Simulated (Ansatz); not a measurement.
# CH₅OSn+ (SMILES [CH2+][O][SnH3]): single points off equilibrium

The task here is to estimate one member of a computed series from the others.

Computed with Ansatz 0.2.0, Gaussian basis. Level: single points in def2-TZVPP.

Correlated methods freeze the cores. Filled d shells of the heavier atoms are correlated. Core potentials replace the inner electrons past krypton, and spin-orbit coupling is left out.

## The system as given

8 atoms, charge 1, spin multiplicity 1.

Atoms are counted from 1 here; the program's logs count them from 0.

Bond lengths: C1–O2 1.212 Å, C1–H4 1.123 Å, C1–H5 1.082 Å, O2–Sn3 2.328 Å, Sn3–H6 1.654 Å, Sn3–H7 1.698 Å, Sn3–H8 1.708 Å. Angles: O2–C1–H4 119.0°, O2–C1–H5 123.8°, H4–C1–H5 117.2°, C1–O2–Sn3 142.3°, O2–Sn3–H6 91.6°, O2–Sn3–H7 101.0°, O2–Sn3–H8 89.4°, H6–Sn3–H7 120.5°, H6–Sn3–H8 119.6°, H7–Sn3–H8 118.4°.

Geometry (Å):

```xyz
8

C    -0.30050    0.87390   -1.46900
O    -0.60630    0.21100   -0.50160
Sn    0.29070   -0.81050    1.38800
H    -1.11060    1.25170   -2.14940
H     0.71750    1.15020   -1.71170
H    -0.65170    0.10790    2.38980
H     1.94070   -0.45990    1.19470
H    -0.29190   -2.31540    0.82790
```

Set-up of the first run:

File run/in.yaml:

```yaml
crystal:
  periodic: [false, false, false]
  atoms:
    - {symbol: C, position_ang: [-0.300500, 0.873900, -1.469000]}
    - {symbol: O, position_ang: [-0.606300, 0.211000, -0.501600]}
    - {symbol: Sn, position_ang: [0.290700, -0.810500, 1.388000]}
    - {symbol: H, position_ang: [-1.110600, 1.251700, -2.149400]}
    - {symbol: H, position_ang: [0.717500, 1.150200, -1.711700]}
    - {symbol: H, position_ang: [-0.651700, 0.107900, 2.389800]}
    - {symbol: H, position_ang: [1.940700, -0.459900, 1.194700]}
    - {symbol: H, position_ang: [-0.291900, -2.315400, 0.827900]}
basis:
  gaussian: {orbitals: def2-TZVPP}
total_charge: 1
correlation: {method: ccsd_t}
output: {forces: true}
```

The command line of these runs was not kept.

Steps of the session up to this table: CCSD(T)/def2-TZVPP; PBE0-D4/def2-TZVPP; wB97M-V/def2-TZVPP; r2SCAN-D4/def2-TZVPP; PBE-D4/def2-TZVPP; CAM-B3LYP-D4/def2-TZVPP; LC-wPBE/def2-TZVPP.

One table of the session follows, with a row left open; its other results are not shown here.

```
      method  RMS force component (eV/Å)  angle to CCSD(T) forces (°)
     CCSD(T)                       0.625                    reference
     PBE0-D4                           ?                            ?
     wB97M-V                       0.494                         17.5
   r2SCAN-D4                       0.497                         13.9
      PBE-D4                       0.559                         17.9
CAM-B3LYP-D4                       0.470                         25.8
     LC-wPBE                       0.488                         26.5
```

Q: Estimate the row for PBE0-D4 from the others.

The run gave: RMS force component (eV/Å): 0.454; angle to CCSD(T) forces (°): 26.0. In the column «RMS force component (eV/Å)» it is the lowest.
